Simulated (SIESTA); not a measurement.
InSb3:

```
Sb In
1.0
     0.00000    3.79455    3.79455
     3.79455    0.00000    3.79455
     3.79455    3.79455    0.00000
Sb In
3 1
Direct
  0.50000 0.50000 0.50000
  0.75000 0.75000 0.75000
  0.25000 0.25000 0.25000
  0.00000 0.00000 0.00000
```

The cell comes from a database or a generator and needn't be the stable form of this composition.

Base run:

| Property | Result |
| --- | --- |
| Program | SIESTA 5.4.2 |
| Functional | PBEsol |
| Potentials or basis | PseudoDojo 0.4 standard (PBEsol files) |
| Basis | DZP (energy shift 0.003 Ry; two zetas on semicore shells) |
| Grid cutoff | 500 Ry |
| Energy shift | 0.003 Ry |
| k mesh | 6 × 6 × 6 |
| Occupations | fermi-dirac, width 0.05 eV |
| Spin | no spin polarisation |

Its results: band gap on the k mesh none (metal or under the smearing width); pressure -1.7 GPa.

**Question.** The run is repeated on the same cell with these changes: functional from PBEsol to PBE; potentials or basis from PseudoDojo 0.4 standard (PBEsol files) to PseudoDojo 0.4 standard (PBE files). What comes out?

**Answer.** Band gap on the k mesh none (metal or under the smearing width); pressure 1.3 GPa.

Caveats: the basis of atomic orbitals isn't converged, which shifts pressures, moduli and gaps.

Not every run made on this cell is shown here.
